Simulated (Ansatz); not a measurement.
**CH8AlSbSi: up Jacob's ladder to CCSD(T)**

Aim: compute CH8AlSbSi with functionals from several rungs and with coupled cluster, and see how far each lands from CCSD(T) at the basis-set limit for the atomisation energy.

Computed with Ansatz 0.2.0, Gaussian basis. Level: functionals in def2-TZVPP, the program's frozen cores in correlated methods.

Plan: LDA (SPW92), PBE-D4, revPBE-D4, BLYP-D4, r2SCAN-D4, B97M-V, PBE0-D4, B3LYP-D4, r2SCANh-D4, r2SCAN0-D4, HSE06-D4, BHLYP-D4, CAM-B3LYP-D4, LC-ωPBE, ωB97X-V, ωB97M-V, B2PLYP, PBE-QIDH; CCSD(T)/def2-SVP; CCSD(T)/def2-TZVPP; MP2/def2-QZVPP; extrapolation to the limit; RPA on PBE.

## 1. The geometry

The geometry comes from an earlier relaxation with PBE0-D4 in a triple-zeta def2 set; it is a stationary point, not always the lowest conformer. Sb takes the def2 core potential; no spin-orbit term is included.

SMILES `[CH3][AlH][SiH2][SbH2]`, 12 atoms, charge 0, spin multiplicity 1.

Atoms are counted from 1 here; the program's logs count them from 0.

Bond lengths: C1–Al2 1.955 Å, C1–H5 1.093 Å, C1–H6 1.093 Å, C1–H7 1.095 Å, Al2–Si3 2.413 Å, Al2–H8 1.590 Å, Si3–Sb4 2.624 Å, Si3–H9 1.488 Å, Si3–H10 1.487 Å, Sb4–H11 1.763 Å, Sb4–H12 1.709 Å. Angles: Al2–C1–H5 111.7°, Al2–C1–H6 111.9°, Al2–C1–H7 109.9°, H5–C1–H6 108.3°, H5–C1–H7 107.4°, H6–C1–H7 107.5°, C1–Al2–Si3 119.9°, C1–Al2–H8 124.9°, Si3–Al2–H8 115.0°, Al2–Si3–Sb4 77.6°, Al2–Si3–H9 123.9°, Al2–Si3–H10 124.4°, Sb4–Si3–H9 105.4°, Sb4–Si3–H10 104.7°, H9–Si3–H10 109.3°, Si3–Sb4–H11 87.6°, Si3–Sb4–H12 90.4°, H11–Sb4–H12 89.0°.

## 2. LDA

This LDA is Slater exchange with PW92 correlation.

in.yaml

```yaml
crystal:
  periodic: [false, false, false]
  atoms:
    - {symbol: C, position_ang: [-0.966244, 1.728616, 0.178395]}
    - {symbol: Al, position_ang: [-0.869716, -0.081554, -0.554803]}
    - {symbol: Si, position_ang: [1.271053, -1.037063, -1.125957]}
    - {symbol: Sb, position_ang: [0.921257, -1.868300, 1.337744]}
    - {symbol: H, position_ang: [-1.745708, 1.815273, 0.939663]}
    - {symbol: H, position_ang: [-0.017659, 2.039874, 0.622206]}
    - {symbol: H, position_ang: [-1.205884, 2.441192, -0.617967]}
    - {symbol: H, position_ang: [-2.127200, -0.985351, -0.915215]}
    - {symbol: H, position_ang: [1.438323, -2.271637, -1.938690]}
    - {symbol: H, position_ang: [2.558827, -0.293374, -1.092925]}
    - {symbol: H, position_ang: [-0.692647, -1.162777, 1.266491]}
    - {symbol: H, position_ang: [1.512698, -0.380000, 1.935157]}
basis:
  gaussian: {orbitals: def2-TZVPP}
hamiltonian: {xc: lda}
output: {orbitals: {seedname: orbitals}}
```

The run is started by

```sh
ansatz run in.yaml --threads 4 --pin off --events-out ev --progress --plain --max-ram 10444MiB
```

The runs that follow: PBE-D4 (GGA); revPBE-D4 (GGA); BLYP-D4 (GGA); r2SCAN-D4 (meta-GGA); B97M-V (meta-GGA); PBE0-D4 (hybrid); B3LYP-D4 (hybrid); r2SCANh-D4 (hybrid); r2SCAN0-D4 (hybrid); HSE06-D4 (hybrid); BHLYP-D4 (hybrid); CAM-B3LYP-D4 (range-separated); LC-ωPBE (range-separated); ωB97X-V (range-separated); ωB97M-V (range-separated); B2PLYP (double hybrid); PBE-QIDH (double hybrid); CCSD(T) in def2-SVP; CCSD(T) in def2-TZVPP; MP2 in def2-QZVPP; RPA on PBE orbitals.

**Question.** What will the summary of the whole plan be? Wanted: atomisation energy, CCSD(T)/CBS; farthest beyond LDA; mean size of error, GGA; mean size of error, meta-GGA; mean size of error, hybrid; mean size of error, range-separated; mean size of error, double hybrid; gap, smallest and largest; T1 diagnostic.

**Answer**, as computed:

| quantity | value |
| --- | --- |
| atomisation energy, CCSD(T)/CBS | 831.1 kcal/mol |
| functionals within 8.3 kcal/mol (1.0 %) | PBE-D4, r2SCAN-D4, PBE0-D4, B3LYP-D4, r2SCANh-D4, HSE06-D4, CAM-B3LYP-D4, ωB97X-V, ωB97M-V |
| farthest beyond LDA | B2PLYP (-17.3 kcal/mol) |
| mean size of error, GGA | 8.7 kcal/mol |
| mean size of error, meta-GGA | 5.8 kcal/mol |
| mean size of error, hybrid | 7.5 kcal/mol |
| mean size of error, range-separated | 6.7 kcal/mol |
| mean size of error, double hybrid | 16.1 kcal/mol |
| gap, smallest and largest | 3.61 eV (LDA (SPW92)), 9.65 eV (LC-ωPBE) |
| T1 diagnostic | 0.0139 |
| triples share of the correlation energy | 3.5 % |

LDA overbinds by 98.4 kcal/mol (12 %). PBE-D4 is off by -1.6 kcal/mol. Double hybrids carry the basis error of their MP2 part in triple zeta, and no dispersion term here, so their miss is partly the set-up's. The rungs meta-GGA, range-separated, hybrid miss on average by less than the doubt on the reference (8.3 kcal/mol), so they tie. The reference freezes the cores and leaves out spin-orbit coupling and excitations past (T), and its outer-core shells are covered unevenly, so misses under about 8.3 kcal/mol can't be ranked. All levels share the lack of spin-orbit coupling, which lowers the free heavy atoms and so the true binding. Hartree-Fock recovers 73 % of the binding; the rest is correlation. CCSD(T) in def2-SVP is off by -60.0 kcal/mol, so the small basis spoils what the method gains. Orbital gaps span 3.6 to 9.6 eV; exact exchange widens them. Correlated methods include outer-core shells of Sb, which these sets cover unevenly.
